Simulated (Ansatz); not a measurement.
**doublet [CH7FSi2]+ at 6 levels**

We compute a comparison of 6 runs (UHF/STO-3G, UHF/3-21G, U-revPBE/6-31G*, U-wB97M-V/6-31G*, UPBE-QIDH/6-31G*, UB3LYP/6-31G*) of doublet [CH7FSi2]+. 

The calculation is run with Ansatz 0.2.0.

58 further runs of the same task are left out: 1 that didn't finish, 57 set aside as unsound or not needed.

## 1. The molecule

The species is [CH7FSi2]+ (11 atoms), meant as a doublet with charge +1. As SMILES of the parent species, `F[SiH2]C[SiH3]`. The coordinates come from a PBE0-D4/def2-TZVP relaxation. This is one conformer, not always the lowest. That shape belongs to the parent species and isn't relaxed for this state.

Bond lengths: F1–Si2 1.604 Å, Si2–C3 1.854 Å, C3–Si4 1.877 Å, Si2–H5 1.484 Å, Si2–H6 1.484 Å, C3–H7 1.097 Å, C3–H8 1.095 Å, Si4–H9 1.485 Å, Si4–H10 1.488 Å, Si4–H11 1.487 Å. Some angles: F1–Si2–C3 109.3°, Si2–C3–Si4 115.3°, F1–Si2–H5 107.5°, F1–Si2–H6 107.1°, C3–Si2–H5 110.7°, C3–Si2–H6 112.0°, Si2–C3–H7 107.4°, Si2–C3–H8 109.5°, Si4–C3–H7 108.3°, Si4–C3–H8 109.0°.

## 2. A single-point energy at UHF/STO-3G (run 1)

Input file input.yaml:

```yaml
crystal:
  periodic: [false, false, false]
  atoms:
    - {symbol: F, position_ang: [-1.629100, 1.667400, 0.202000]}
    - {symbol: Si, position_ang: [-0.069200, 1.498400, 0.534400]}
    - {symbol: C, position_ang: [0.349200, -0.305900, 0.605500]}
    - {symbol: Si, position_ang: [-0.157200, -1.306900, -0.899700]}
    - {symbol: H, position_ang: [0.694000, 2.172900, -0.545000]}
    - {symbol: H, position_ang: [0.175700, 2.177500, 1.831400]}
    - {symbol: H, position_ang: [1.437100, -0.385200, 0.722600]}
    - {symbol: H, position_ang: [-0.101300, -0.751100, 1.498900]}
    - {symbol: H, position_ang: [-1.636400, -1.388400, -0.995700]}
    - {symbol: H, position_ang: [0.369900, -0.665700, -2.134100]}
    - {symbol: H, position_ang: [0.392600, -2.686000, -0.812200]}
basis:
  gaussian: {orbitals: STO-3G}
total_charge: 1
magnetization: {spin_polarized: true, initial_magnetization: 1}
hamiltonian: {xc: hf}
accuracy: high
output: {orbitals: {seedname: orbitals}}
```

The run is started by

```
$ ansatz run input.yaml --threads 1 --pin off --max-ram 3480MiB --events-out events.jsonl --progress --plain --runs-dir runs
```

Output:

```text
Warning: RAYON_NUM_THREADS=1 ignored (pool sized by the plan → 1); use --threads N
Functional definition: HF
  name "HF"
  exchange = exact_x
  correlation = 0
725 factors; integrals over basis functions are off by at most 2.8e-8 eV
mean field evaluation 1: about -19328.7937 eV, gradient 1.7e1 eV
mean field evaluation 2: about -19328.8574 eV, gradient 1.7e1 eV
mean field evaluation 4: about -19332.0666 eV, gradient 2.2e0 eV
mean field evaluation 8: about -19332.2290 eV, gradient 2.1e-1 eV
mean field evaluation 16: about -19332.2302 eV, gradient 4.0e-8 eV
mean field evaluation 32: about -19332.5875 eV, gradient 1.8e0 eV
mean field evaluation 64: about -19331.3569 eV, gradient 2.7e0 eV
mean field evaluation 96: about -19332.7217 eV, gradient 4.6e-2 eV
mean field evaluation 128: about -19331.0633 eV, gradient 5.0e-1 eV
mean field evaluation 160: about -19332.2302 eV, gradient 3.5e-3 eV
mean field -19332.78361987 eV, -710.4666937989 hartree, gradient 5.7e-8 eV, S^2 0.757027; 3 other end points of the search recorded, 0 dependent functions left out
reference -19332.78361987 eV, -710.4666937989 hartree; 25, 24 occupied and 10, 11 virtual orbitals, 725 factors
Total energy: -19332.78361987 eV, -710.4666937989 hartree
```

Wall time 1.6 s (1 thread of Arm Neoverse V1, shared host); peak memory 0.1 GiB.

## 3. A single-point energy at UHF/3-21G (run 2)

Input file run.yaml:

```yaml
basis:
  gaussian:
    orbitals: 3-21G.json
crystal:
  periodic: [false, false, false]
  atoms:
    - {symbol: F, position_ang: [-1.629100, 1.667400, 0.202000]}
    - {symbol: Si, position_ang: [-0.069200, 1.498400, 0.534400]}
    - {symbol: C, position_ang: [0.349200, -0.305900, 0.605500]}
    - {symbol: Si, position_ang: [-0.157200, -1.306900, -0.899700]}
    - {symbol: H, position_ang: [0.694000, 2.172900, -0.545000]}
    - {symbol: H, position_ang: [0.175700, 2.177500, 1.831400]}
    - {symbol: H, position_ang: [1.437100, -0.385200, 0.722600]}
    - {symbol: H, position_ang: [-0.101300, -0.751100, 1.498900]}
    - {symbol: H, position_ang: [-1.636400, -1.388400, -0.995700]}
    - {symbol: H, position_ang: [0.369900, -0.665700, -2.134100]}
    - {symbol: H, position_ang: [0.392600, -2.686000, -0.812200]}
total_charge: 1
magnetization:
  spin_polarized: true
  initial_magnetization: 1
hamiltonian:
  xc: hf
accuracy: high
output:
  orbitals: {seedname: orbitals}
```

The basis set 3-21G is read from a file made from the Basis Set Exchange's data (not shown).

The run is started by

```
$ ansatz run run.yaml --threads 1 --pin off --max-ram 3480MiB --events-out events.jsonl --progress --plain --runs-dir runs
```

Output:

```text
Warning: RAYON_NUM_THREADS=1 ignored (pool sized by the plan → 1); use --threads N
[... 4 set-up lines as earlier in the session ...]
1393 factors; integrals over basis functions are off by at most 3.9e-9 eV
mean field evaluation 1: about -19453.2849 eV, gradient 3.3e1 eV
mean field evaluation 2: about -19453.2841 eV, gradient 3.3e1 eV
mean field evaluation 4: about -19457.7147 eV, gradient 2.6e0 eV
mean field evaluation 8: about -19458.1766 eV, gradient 7.9e-1 eV
mean field evaluation 16: about -19458.2574 eV, gradient 4.8e-5 eV
mean field evaluation 32: about -19457.0510 eV, gradient 3.6e0 eV
mean field evaluation 64: about -19455.7463 eV, gradient 7.7e0 eV
mean field evaluation 96: about -19455.9840 eV, gradient 1.9e1 eV
mean field -19458.25741737 eV, -715.0777708078 hartree, gradient 2.1e-8 eV, S^2 0.769898; 2 other end points of the search recorded, 0 dependent functions left out
reference -19458.25741737 eV, -715.0777708078 hartree; 25, 24 occupied and 33, 34 virtual orbitals, 1393 factors
Total energy: -19458.25741737 eV, -715.0777708078 hartree
```

Run time: 3.3 s. Hardware: 1 thread of Arm Neoverse V1, shared host; peak memory 0.18 GiB.

Runs 3 to 5 aren't shown in full; the table further down has their settings and results.

## 4. A single-point energy at UB3LYP/6-31G(d) (Cartesian functions) (run 6)

Input file in.yaml:

```yaml
crystal:
  periodic: [false, false, false]
  atoms:
    - {symbol: F, position_ang: [-1.629100, 1.667400, 0.202000]}
    - {symbol: Si, position_ang: [-0.069200, 1.498400, 0.534400]}
    - {symbol: C, position_ang: [0.349200, -0.305900, 0.605500]}
    - {symbol: Si, position_ang: [-0.157200, -1.306900, -0.899700]}
    - {symbol: H, position_ang: [0.694000, 2.172900, -0.545000]}
    - {symbol: H, position_ang: [0.175700, 2.177500, 1.831400]}
    - {symbol: H, position_ang: [1.437100, -0.385200, 0.722600]}
    - {symbol: H, position_ang: [-0.101300, -0.751100, 1.498900]}
    - {symbol: H, position_ang: [-1.636400, -1.388400, -0.995700]}
    - {symbol: H, position_ang: [0.369900, -0.665700, -2.134100]}
    - {symbol: H, position_ang: [0.392600, -2.686000, -0.812200]}
basis:
  gaussian: {orbitals: "6-31G*"}
total_charge: 1
magnetization: {spin_polarized: true, initial_magnetization: 1}
hamiltonian: {xc: {name: B3LYP}}
accuracy: high
output: {orbitals: {seedname: orbitals}}
```

The run is started by

```
$ ansatz run in.yaml --threads 1 --pin off --max-ram 3480MiB --events-out events.jsonl --progress --plain --runs-dir runs
```

Output:

```text
Warning: RAYON_NUM_THREADS=1 ignored (pool sized by the plan → 1); use --threads N
Functional definition: B3LYP
  name "B3LYP"
  parameter a0 = 0.2
  parameter ax = 0.72
  parameter ac = 0.81
  exchange = (1 - a0 - ax)*slater_x + ax*b88_x + a0*exact_x
  correlation = (1 - ac)*vwn_rpa_c + ac*lyp_c
1894 factors; integrals over basis functions are off by at most 3.6e-9 eV
mean field evaluation 1: about -19600.5492 eV, gradient 5.6e1 eV
mean field evaluation 2: about -19567.9587 eV, gradient 1.0e2 eV
mean field evaluation 4: about -19613.2696 eV, gradient 9.7e0 eV
mean field evaluation 8: about -19614.0983 eV, gradient 4.2e-1 eV
mean field evaluation 16: about -19614.2815 eV, gradient 3.2e-2 eV
mean field evaluation 32: about -19614.2816 eV, gradient 5.2e-5 eV
mean field evaluation 64: about -19613.6307 eV, gradient 5.8e0 eV
mean field -19614.28158379 eV, -720.8115531668 hartree, gradient 9.5e-8 eV, S^2 0.757057; 8 other end points of the search recorded, 0 dependent functions left out
reference -19614.28162785 eV, -720.8115547858 hartree; 25, 24 occupied and 57, 58 virtual orbitals, 1894 factors
Total energy: -19614.28162785 eV, -720.8115547858 hartree
```

Run time: 37 s. Hardware: 1 thread of Arm Neoverse V1, shared host; peak memory 0.42 GiB.

## 5. The series

| run | level | frozen core orbitals | Cartesian functions | energy (Eh) | HOMO energy (eV) | LUMO energy (eV) | ⟨S²⟩ | wall time |
| --- | --- | --- | --- | --- | --- | --- | --- | --- |
| 1 | UHF/STO-3G | – | no | -710.466694 | -15.20 | -5.51 | 0.757 | 1.6 s |
| 2 | UHF/3-21G | – | no | -715.077771 | -18.06 | -9.51 | 0.770 | 3.3 s |
| 3 | U-revPBE/6-31G* (spherical functions) | – | no | -720.598044 | -13.26 | – | 0.753 | 24 s |
| 4 | U-wB97M-V/6-31G* (spherical functions) | – | no | -720.649155 | -16.93 | -11.15 | 0.757 | 5.3 min |
| 5 | UPBE-QIDH/6-31G* (spherical functions) | 12 | no | -720.096408 | -16.94 | -11.12 | 0.766 | 29 s |
| 6 | UB3LYP/6-31G* (Cartesian functions) | – | yes | -720.811555 | -14.49 | -13.03 | 0.757 | 37 s |

## 6. What came out

| quantity | value |
| --- | --- |
| run 6: total energy | -720.81155 Eh |
| run 6: HOMO energy (highest over α and β) | -14.49 eV |
| run 6: LUMO energy (lowest over α and β) | -13.03 eV |
| run 6: ⟨S²⟩ | 0.757 |

What this shows: Totals of different functionals can't be ranked against each other. In run 1 the basis is minimal, so the values are rough. All runs together took 6.8 min, the longest 5.3 min.
